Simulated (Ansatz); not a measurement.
# Si3N4: the cost of one run

Method: DFT PBEsol, scalar-relativistic, plane waves, PAW, in Ansatz 0.2.0.

### 1 Starting point

The structure is hexagonal, space group P6_3/m (No. 176). The conventional cell has a = 7.604 Å, b = 7.604 Å, c = 2.906 Å, α = 90.00°, β = 90.00°, γ = 120.00°. Around Si (site symmetry m) lie 4 N at 1.73 to 1.74 Å. N (site symmetry m) is surrounded by 3 Si at 1.74 Å. Around N (site symmetry -6) lie 3 Si at 1.73 Å.

Structure file:

```xyz
14
Lattice="7.6044 0.0000 0.0000 -3.8022 6.5856 0.0000 0.0000 0.0000 2.9063" Properties=species:S:1:pos:R:3 pbc="T T T"
Si    5.1801    1.1496    0.7266
Si    1.5945    5.0609    2.1797
Si    4.0188    3.9113    0.7266
Si   -1.3779    5.4360    2.1797
Si    2.2077    1.5247    0.7266
Si   -0.2166    2.6743    2.1797
N    -1.0237    2.1748    0.7266
N     5.2091    0.2009    2.1797
N     2.4306    4.6116    0.7266
N     4.8259    4.4108    2.1797
N    -1.4069    6.3847    0.7266
N     1.3716    1.9740    2.1797
N     3.8022    2.1952    0.7266
N     0.0000    4.3904    2.1797
```

Source of the structure: the Crystallography Open Database.

(A quick probe on a coarse mesh, which set the mesh and smearing, is not shown.)

### 3 Full relaxation

Contents of input.yaml:

```yaml
crystal:
  lattice:
    - [7.6044, 0.0, 0.0]
    - [-3.8022, 6.5856035805, 0.0]
    - [0.0, 0.0, 2.9063]
  atoms:
    - { symbol: Si, position: [0.768477, 0.174557, 0.25] }
    - { symbol: Si, position: [0.59392, 0.768477, 0.75] }
    - { symbol: Si, position: [0.825443, 0.59392, 0.25] }
    - { symbol: Si, position: [0.231523, 0.825443, 0.75] }
    - { symbol: Si, position: [0.40608, 0.231523, 0.25] }
    - { symbol: Si, position: [0.174557, 0.40608, 0.75] }
    - { symbol: "N", position: [0.0305, 0.33024, 0.25] }
    - { symbol: "N", position: [0.70026, 0.0305, 0.75] }
    - { symbol: "N", position: [0.66976, 0.70026, 0.25] }
    - { symbol: "N", position: [0.9695, 0.66976, 0.75] }
    - { symbol: "N", position: [0.29974, 0.9695, 0.25] }
    - { symbol: "N", position: [0.33024, 0.29974, 0.75] }
    - { symbol: "N", position: [0.6666666667, 0.3333333333, 0.25] }
    - { symbol: "N", position: [0.3333333333, 0.6666666667, 0.75] }
basis:
  ecutwfc: 420
kpoints:
  mp_grid: { grid: [6, 6, 8] }
hamiltonian:
  xc: pbesol
scf:
  occupations: { method: gaussian, width: 0.02 }
output:
  forces: true
  stress: true
  eigenvalues: true
relax:
  adjacent_minimum: "off"
  f_tol: 0.005
  max_steps: 80
  cell: { stress_tol: 0.05 }
```

Launch:

```bash
ansatz run input.yaml --threads 4 --pin off --max-ram 10240MiB --backend cpu --events-out ev --progress --plain --runs-dir out
```

Q: Estimate wall time and peak memory on 4 threads of AMD EPYC (Zen 3), shared host.

About 59 s, with a peak of 0.65 GiB.
